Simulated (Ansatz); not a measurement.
# Cs (sc type): a single-point run

Wanted: a converged single-point run for Cs (sc type), and a check of what comes out.

Computed with Ansatz 0.2.0 (DFT, PBEsol, norm-conserving pseudopotentials, Ansatz's default files, scalar-relativistic, unless a step's input says otherwise).

### Step 1. The system as given

The structure is cubic, space group Pm-3m (No. 221). The conventional cell has a = 4.923 Å, b = 4.923 Å, c = 4.923 Å, α = 90.00°, β = 90.00°, γ = 90.00°.

As a file:

```
Cs
1.0
     4.92259    0.00000    0.00000
     0.00000    4.92259    0.00000
     0.00000    0.00000    4.92259
Cs
1
Direct
  0.00000 0.00000 0.00000
```

### Step 2. Input and run

input.yaml reads:

```yaml
crystal:
  lattice:
    - [4.9225923281, 0.0, 0.0]
    - [0.0, 4.9225923281, 0.0]
    - [0.0, 0.0, 4.9225923281]
  atoms:
    - { symbol: Cs, position: [0.0, 0.0, 0.0] }
kpoints:
  mp_grid: { grid: [8, 8, 8] }
scf:
  occupations: { method: fermi_dirac, width: 0.08 }
  max_iter: 80
hamiltonian:
  xc: pbesol
  pseudopotentials: { kind: nc }
output:
  forces: true
  stress: true
  eigenvalues: true
total_charge: -4
```

Command:

```
$ ansatz run input.yaml --threads 1 --pin off --max-ram 2048MiB --backend cpu --events-out ev --progress --plain --runs-dir out
```

**Question.** How will this run end, and is anything wrong with its input?

This run ends as converged. Convergence says nothing about whether the input makes sense.

Look at the input: total_charge is -4. With this charge the calculation describes a differently charged system.

Run again and compare: delete total_charge (the default then holds).
